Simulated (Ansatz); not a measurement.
# C2H4BFSi: basis-set convergence

The task here is to estimate one member of a computed series from the others.

Computed with Ansatz 0.2.0, Gaussian basis. Level: one geometry, several basis sets.

Levels to be run: PBE0-D4/def2-SVP; ωB97M-V/def2-SVP; PBE0-D4/def2-QZVPP; ωB97M-V/def2-QZVPP; the functionals' def2-TZVPP values are taken from earlier runs.

### The geometry

An earlier PBE0-D4 in a triple-zeta def2 set relaxation fixed the geometry.

SMILES `FC1=CB1[SiH3]`, 9 atoms, charge 0, spin multiplicity 1.

Atoms are counted from 1 here; the program's logs count them from 0.

Bond lengths: F1–C2 1.310 Å, C2–C3 1.329 Å, C2–B4 1.462 Å, C3–B4 1.496 Å, C3–H6 1.080 Å, B4–Si5 1.988 Å, Si5–H7 1.487 Å, Si5–H8 1.487 Å, Si5–H9 1.489 Å. Angles: F1–C2–C3 139.6°, F1–C2–B4 155.8°, C3–C2–B4 64.6°, C2–C3–B4 62.0°, C2–C3–H6 144.1°, B4–C3–H6 153.9°, C2–B4–C3 53.4°, C2–B4–Si5 156.1°, C3–B4–Si5 150.4°, B4–Si5–H7 111.6°, B4–Si5–H8 111.5°, B4–Si5–H9 108.6°, H7–Si5–H8 108.5°, H7–Si5–H9 108.3°, H8–Si5–H9 108.2°.

The first run:

The input, in.yaml:

```yaml
crystal:
  periodic: [false, false, false]
  atoms:
    - {symbol: F, position_ang: [2.114190, 1.761738, -1.149905]}
    - {symbol: C, position_ang: [1.463682, 0.752872, -0.626320]}
    - {symbol: C, position_ang: [1.689600, -0.487542, -0.204813]}
    - {symbol: B, position_ang: [0.294682, 0.044224, -0.108592]}
    - {symbol: Si, position_ang: [-1.608899, -0.179343, 0.420344]}
    - {symbol: H, position_ang: [2.449562, -1.245514, -0.081754]}
    - {symbol: H, position_ang: [-2.516451, 0.608512, -0.455368]}
    - {symbol: H, position_ang: [-2.024649, -1.606497, 0.370351]}
    - {symbol: H, position_ang: [-1.773216, 0.305351, 1.818860]}
basis:
  gaussian: {orbitals: def2-SVP}
hamiltonian: {xc: pbe0, dispersion: d4}
output: {orbitals: {seedname: orbitals}}
```

Command:

```console
> ansatz run in.yaml --threads 2 --pin off --events-out ev --progress --plain --max-ram 4352MiB
```

Among the steps run: PBE0-D4 in def2-SVP; ωB97M-V in def2-SVP; PBE0-D4 in def2-QZVPP; ωB97M-V in def2-QZVPP.

One of the session's tables, all rows but one given; the rest of the session is left out.

It belongs to the step «Functionals by basis». 

```
functional       basis  HOMO (eV)
   PBE0-D4    def2-SVP      -8.36
   PBE0-D4  def2-TZVPP      -8.37
   PBE0-D4  def2-QZVPP      -8.38
   ωB97M-V    def2-SVP     -10.54
   ωB97M-V  def2-TZVPP     -10.58
   ωB97M-V  def2-QZVPP          ?
```

Q: Estimate the row for ωB97M-V, def2-QZVPP from the others.

The run gave: HOMO (eV): -10.60. In the column «HOMO (eV)» it is the lowest.
